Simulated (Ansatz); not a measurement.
# NaSr: the cost of one run

Computed with Ansatz 0.2.0 (DFT PBE, scalar-relativistic, plane waves, PAW, unless a step names another level, unless a step's input says otherwise).

1 further run of the same task is left out (set aside as unsound or not needed).

## 1. The structure to begin with

Symmetry: R-3m, No. 166, trigonal system. Conventional cell: a = 4.154 Å, b = 4.154 Å, c = 19.513 Å, α = 90.00°, β = 90.00°, γ = 120.00°. Around Na (site symmetry -3m) lie 6 Sr at 4.04 Å and 6 Na at 4.15 Å. Sr (site symmetry -3m) has 6 Na at 4.04 Å and 6 Sr at 4.15 Å as nearest neighbours.

Coordinates:

```
CELL_PARAMETERS angstrom
2.07697 1.19914 6.50446
-2.07697 1.19914 6.50446
0.00000 -2.39828 6.50446
ATOMIC_POSITIONS crystal
Na 0.00000 0.00000 0.00000
Sr 0.50000 0.50000 0.50000
```

The cell was relaxed beforehand at this level, from a generated guess; it is a trial structure. At a tolerance of 0.05 Å it has space group R-3m (No. 166); it has 48.60 Å³/atom, an uncorrected energy of +0.07 eV/atom over the elements.

## 2. Electronic structure at the relaxed geometry

input.yaml reads:

```yaml
crystal:
  lattice:
    - [2.076974796, 1.1991419576, 6.504460218]
    - [-2.076974796, 1.1991419576, 6.504460218]
    - [0.0, -2.3982839152, 6.504460218]
  atoms:
    - { symbol: Na, position: [0.0, 0.0, 0.0] }
    - { symbol: Sr, position: [0.5, 0.5, 0.5] }
basis:
  ecutwfc: 420
kpoints:
  mp_grid: { grid: [18, 18, 18] }
  band_path:
    path:
      - [[0.0, 0.0, 0.0], [0.5, 0.5, 0.5], [0.81067503, 0.18932497, 0.5]]
      - [[0.5, -0.18932497, 0.18932497], [0.5, 0.0, 0.0], [0.0, 0.0, 0.0], [0.34466249, -0.34466249, 0.0]]
      - [[0.65533751, 0.0, 0.34466249], [0.5, 0.0, 0.5], [0.0, 0.0, 0.0]]
    npoints: 14
hamiltonian:
  xc: pbe
scf:
  occupations: { method: gaussian, width: 0.1 }
  n_extra_bands: 6
output:
  forces: true
  stress: true
  eigenvalues: true
  populations: true
  dos: { projected: true, de: 0.02, nscf_kmesh: { grid: [22, 22, 22] } }
  bader: true
  write_density: true
  write_potential: true
  elf: true
  volumetric_format: npy
```

Started as:

```sh
> ansatz run input.yaml --threads 1 --pin off --max-ram 2560MiB --backend cpu --events-out ev --progress --plain --runs-dir out
```

Q: Estimate wall time and peak memory on 1 thread of Arm Neoverse V2, shared host.

About 91 s, with a peak of 1.2 GiB.
